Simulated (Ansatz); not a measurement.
# ZrTi3O8: the cost of one run

Program: Ansatz 0.2.0. Level of theory: DFT PBE, scalar-relativistic, plane waves, PAW. These are calculated values, not measurements.

1 further run of the same task is left out (set aside as unsound or not needed).

## (1) Starting point

The structure is cubic, space group Pm-3m (No. 221). Conventional cell: a = 4.909 Å, b = 4.909 Å, c = 4.909 Å, α = 90.00°, β = 90.00°, γ = 90.00°. Zr (site symmetry m-3m) is surrounded by 8 O at 2.17 Å. Ti (site symmetry 4/mmm) has 8 O at 2.11 Å as nearest neighbours. O (site symmetry 3m) has 3 Ti at 2.11 Å and 1 Zr at 2.17 Å as nearest neighbours.

As a file:

```xyz
12
Lattice="4.9094 0.0000 0.0000 0.0000 4.9094 0.0000 0.0000 0.0000 4.9094" Properties=species:S:1:pos:R:3 pbc="T T T"
Zr    2.4547    2.4547    2.4547
Ti    0.0000    0.0000    2.4547
Ti    2.4547    0.0000    0.0000
Ti    0.0000    2.4547    0.0000
O     1.2035    1.2035    3.7059
O     3.7059    1.2035    1.2035
O     1.2035    3.7059    1.2035
O     3.7059    3.7059    3.7059
O     3.7059    3.7059    1.2035
O     1.2035    3.7059    3.7059
O     3.7059    1.2035    3.7059
O     1.2035    1.2035    1.2035
```

It is the end of an earlier relaxation with the same method, from a generated guess; it is a trial structure. At a tolerance of 0.02 Å it has space group Pm-3m (No. 221); it has 9.86 Å³/atom, an uncorrected energy of -2.86 eV/atom over the elements.

## (2) Static run: bands, density of states and charges

Input file input.yaml:

```yaml
crystal:
  lattice:
    - [4.9093609528, 0.0, 0.0]
    - [0.0, 4.9093609528, 0.0]
    - [0.0, 0.0, 4.9093609528]
  atoms:
    - { symbol: Zr, position: [0.5, 0.5, 0.5] }
    - { symbol: Ti, position: [0.0, 0.0, 0.5] }
    - { symbol: Ti, position: [0.5, 0.0, 0.0] }
    - { symbol: Ti, position: [0.0, 0.5, 0.0] }
    - { symbol: O, position: [0.2451373822, 0.2451373822, 0.7548626178] }
    - { symbol: O, position: [0.7548626178, 0.2451373822, 0.2451373822] }
    - { symbol: O, position: [0.2451373822, 0.7548626178, 0.2451373822] }
    - { symbol: O, position: [0.7548626178, 0.7548626178, 0.7548626178] }
    - { symbol: O, position: [0.7548626178, 0.7548626178, 0.2451373822] }
    - { symbol: O, position: [0.2451373822, 0.7548626178, 0.7548626178] }
    - { symbol: O, position: [0.7548626178, 0.2451373822, 0.7548626178] }
    - { symbol: O, position: [0.2451373822, 0.2451373822, 0.2451373822] }
basis:
  ecutwfc: 420
kpoints:
  mp_grid: { grid: [6, 6, 6] }
  band_path:
    path:
      - [[0.0, 0.0, 0.0], [0.0, 0.5, 0.0], [0.5, 0.5, 0.0], [0.0, 0.0, 0.0], [0.5, 0.5, 0.5], [0.0, 0.5, 0.0]]
      - [[0.5, 0.5, 0.5], [0.5, 0.5, 0.0]]
    npoints: 10
hamiltonian:
  xc: pbe
scf:
  occupations: { method: gaussian, width: 0.02 }
  n_extra_bands: 30
output:
  forces: true
  stress: true
  eigenvalues: true
  populations: true
  dos: { projected: true, de: 0.02, nscf_kmesh: { grid: [9, 9, 9] } }
  bader: false
  write_density: true
  write_potential: true
  elf: true
  volumetric_format: npy
```

Started as:

```
$ ansatz run input.yaml --threads 1 --pin off --max-ram 2560MiB --backend cpu --events-out ev --progress --plain --runs-dir out
```

**Question.** How long does this run take on 1 thread of Intel Xeon at 2.70GHz, shared host, and how much memory does it need?

About 45 s, with a peak of 0.62 GiB.
